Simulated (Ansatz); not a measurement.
# C7H7: the cost of one run

Method: the levels named in each step, in Ansatz 0.2.0.

## (1) The starting structure

Bond lengths: C1–C2 1.210 Å, C2–C3 1.379 Å, C3–C4 1.402 Å, C4–C5 1.359 Å, C5–C6 1.494 Å, C3–C7 1.504 Å, C6–C7 1.539 Å, C1–H8 1.049 Å, C4–H9 1.076 Å, C5–H10 1.075 Å, C6–H11 1.095 Å, C6–H12 1.093 Å, C7–H13 1.093 Å, C7–H14 1.093 Å. Angles (14 of 23 angles, heavy atoms first): C1–C2–C3 179.6°, C2–C3–C4 126.8°, C2–C3–C7 123.8°, C4–C3–C7 109.5°, C3–C4–C5 111.0°, C4–C5–C6 111.1°, C5–C6–C7 104.2°, C3–C7–C6 104.2°, C2–C1–H8 179.5°, C3–C4–H9 123.6°, C5–C4–H9 125.5°, C4–C5–H10 126.4°, C6–C5–H10 122.5°, C5–C6–H11 111.1°.

Coordinates:

```xyz
14

C     2.8851    0.5624   -0.2020
C     1.6970    0.3512   -0.1091
C     0.3446    0.1012   -0.0079
C    -0.6272    0.9514    0.5392
C    -1.8612    0.3848    0.4741
C    -1.8006   -0.9671   -0.1594
C    -0.3102   -1.1654   -0.4866
H     3.9127    0.7547   -0.2825
H    -0.4056    1.9205    0.9517
H    -2.7803    0.8178    0.8245
H    -2.4243   -1.0101   -1.0580
H    -2.1751   -1.7361    0.5212
H     0.1100   -2.0366    0.0226
H    -0.1392   -1.3105   -1.5568
```

## (2) A rough first relaxation, PBE-D4/def2-SVP

This run stands in another session on the same molecule. It ended at:

```xyz
14

C     2.9365    0.5738   -0.2049
C     1.7221    0.3623   -0.1082
C     0.3542    0.1045   -0.0078
C    -0.6368    0.9649    0.5470
C    -1.8882    0.3858    0.4802
C    -1.8203   -0.9755   -0.1594
C    -0.3155   -1.1732   -0.4899
H     3.9964    0.7659   -0.2894
H    -0.4126    1.9553    0.9678
H    -2.8212    0.8427    0.8400
H    -2.4621   -1.0316   -1.0678
H    -2.2098   -1.7660    0.5214
H     0.1180   -2.0621    0.0176
H    -0.1352   -1.3288   -1.5756
```

## (3) Relaxation, PBE0-D4/def2-TZVP

This run stands in another session on the same molecule. It ended at:

```xyz
14

C     2.8956    0.5635   -0.2036
C     1.7038    0.3616   -0.1061
C     0.3455    0.1032   -0.0077
C    -0.6336    0.9532    0.5409
C    -1.8694    0.3821    0.4753
C    -1.8053   -0.9708   -0.1594
C    -0.3116   -1.1655   -0.4874
H     3.9398    0.7498   -0.2858
H    -0.4140    1.9286    0.9556
H    -2.7860    0.8345    0.8306
H    -2.4328   -1.0221   -1.0562
H    -2.1824   -1.7475    0.5152
H     0.1135   -2.0386    0.0169
H    -0.1375   -1.3139   -1.5573
```

## (4) Relaxation, PBE0-D4/def2-SVP

This run stands in another session on the same molecule. It ended at:

```xyz
14

C     2.9153    0.5670   -0.2053
C     1.7130    0.3631   -0.1069
C     0.3466    0.1039   -0.0077
C    -0.6370    0.9593    0.5442
C    -1.8786    0.3822    0.4767
C    -1.8101   -0.9731   -0.1595
C    -0.3146   -1.1674   -0.4879
H     3.9698    0.7526   -0.2887
H    -0.4165    1.9428    0.9624
H    -2.8040    0.8371    0.8345
H    -2.4453   -1.0271   -1.0615
H    -2.1933   -1.7562    0.5187
H     0.1165   -2.0478    0.0175
H    -0.1364   -1.3185   -1.5657
```

## (5) Frequencies, PBE0-D4/def2-SVP

input.yaml reads:

```yaml
crystal:
  periodic: [false, false, false]
  atoms:
    - { symbol: C, position_ang: [2.91533691, 0.56703815, -0.20534169] }
    - { symbol: C, position_ang: [1.71298457, 0.36313228, -0.10686473] }
    - { symbol: C, position_ang: [0.34662653, 0.10390981, -0.00769764] }
    - { symbol: C, position_ang: [-0.63703346, 0.9593304, 0.54418664] }
    - { symbol: C, position_ang: [-1.87858451, 0.38223196, 0.47670875] }
    - { symbol: C, position_ang: [-1.8100923, -0.97306203, -0.15949261] }
    - { symbol: C, position_ang: [-0.31459887, -1.1673859, -0.48786735] }
    - { symbol: H, position_ang: [3.96979478, 0.75262444, -0.28865727] }
    - { symbol: H, position_ang: [-0.41650107, 1.94278451, 0.96242437] }
    - { symbol: H, position_ang: [-2.80401316, 0.83710812, 0.8345218] }
    - { symbol: H, position_ang: [-2.44531204, -1.02712132, -1.06152823] }
    - { symbol: H, position_ang: [-2.19326036, -1.75622641, 0.51867526] }
    - { symbol: H, position_ang: [0.11650488, -2.04780222, 0.01753829] }
    - { symbol: H, position_ang: [-0.1363719, -1.31854178, -1.56572561] }
magnetization:
  spin_polarized: true
  initial_magnetization: 1
basis:
  gaussian: { orbitals: def2-SVP }
hamiltonian:
  xc: pbe0
  dispersion: d4
phonons: {}
```

Run with:

```console
> ansatz run input.yaml --threads 4 --pin off --max-ram 10240MiB --backend cpu --events-out ev --progress --plain --runs-dir out
```

Q: Estimate wall time and peak memory on 4 threads of Intel Xeon Platinum 8488C (Sapphire Rapids), shared host.

About 2.4 min, with a peak of 0.52 GiB.
